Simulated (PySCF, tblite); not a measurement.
**C₅H₂Cl₂FO₂ radical: geometry, infrared bands and EPR parameters**

What infrared bands and EPR parameters should C₅H₂Cl₂FO₂ radical (`O=C1OC([CH]Cl)=C(Cl)[C@H]1F`) show?

Computed with tblite 0.8.0 and PySCF 2.14.0, with density-fitted response routines of our own, on a single molecule in the gas phase. Atoms are numbered from 0 throughout.

## Step 1: Starting geometry

12 atoms, charge 0, multiplicity 2; geometry from: force field or distance geometry start.

Bonds of the start (Å): O0–C1 1.25, C1–O2 1.41, O2–C3 1.39, C3–C4 1.46, C4–Cl5 1.75, C3–C6 1.32, C6–Cl7 1.78, C6–C8 1.48, C8–F9 1.39, C8–C1 1.49, C4–H10 1.09, C8–H11 1.11.

## Step 2: Geometry optimisation with GFN2-xTB

The job: settings as JSON, then the geometry in Å.

```
{"job": {"kind": "relax", "xc": "GFN2-xTB", "basis": "xTB"}, "charge": 0, "multiplicity": 2}
O     -2.301400    -1.932200    -0.303400
C     -1.336400    -1.143400    -0.196400
O      0.021600    -1.481300    -0.336700
C      0.757300    -0.316300    -0.136000
C      2.219500    -0.266500    -0.193900
Cl     2.883500     1.354900    -0.236300
C     -0.026900     0.708200     0.144700
Cl     0.552800     2.351300     0.484100
C     -1.453400     0.298800     0.145000
F     -2.093600     0.937700    -0.914200
H      2.759700    -0.988400     0.412500
H     -1.981500     0.476600     1.104600
```

Command:

```sh
> OMP_NUM_THREADS=1 python probes_run.py task.json out
```

One launch serves the whole session: the jobs run in the order shown.

**Question.** This job is followed by: GFN2-xTB harmonic vibrations, gas phase; UKS B3LYP, pcH-1 on C Cl F H O, non-relativistic, mean-field spin-orbit, GIAO. What will the session give for the following? strongest single infrared mode (GFN2-xTB); zero-point energy (GFN2-xTB); g(iso) (B3LYP); ⟨S²⟩; largest a(iso); surface potential, 1st and 99th percentile.

As calculated:

| quantity | value |
| --- | --- |
| strongest single infrared mode (GFN2-xTB) | 1844 cm⁻¹, 732 km/mol |
| zero-point energy (GFN2-xTB) | 37.6 kcal/mol |
| g(iso) (B3LYP) | 2.00713 |
| ⟨S²⟩ | 0.774 (exact 0.75) |
| largest a(iso) | 19F on F9, 139.8 MHz |
| surface potential, 1st and 99th percentile | -1.37 V and 1.65 V |

What this shows: Over 48 steps the energy fell by 1.330 eV; of the close pairs, C3–C4 changed most, 1.464 to 1.371 Å. All 30 modes are real, so the xTB geometry is a minimum. The strongest single mode, at 1844 cm⁻¹, moves mainly C1 and O0. GFN2-xTB is a fitted tight-binding method: band positions and strengths are rough. Its intensities can rank the bands wrongly. The largest spin populations lie on C6 (0.54 e), C4 (0.53 e). The isotropic g lies 4.8 ppt above the free-electron value.
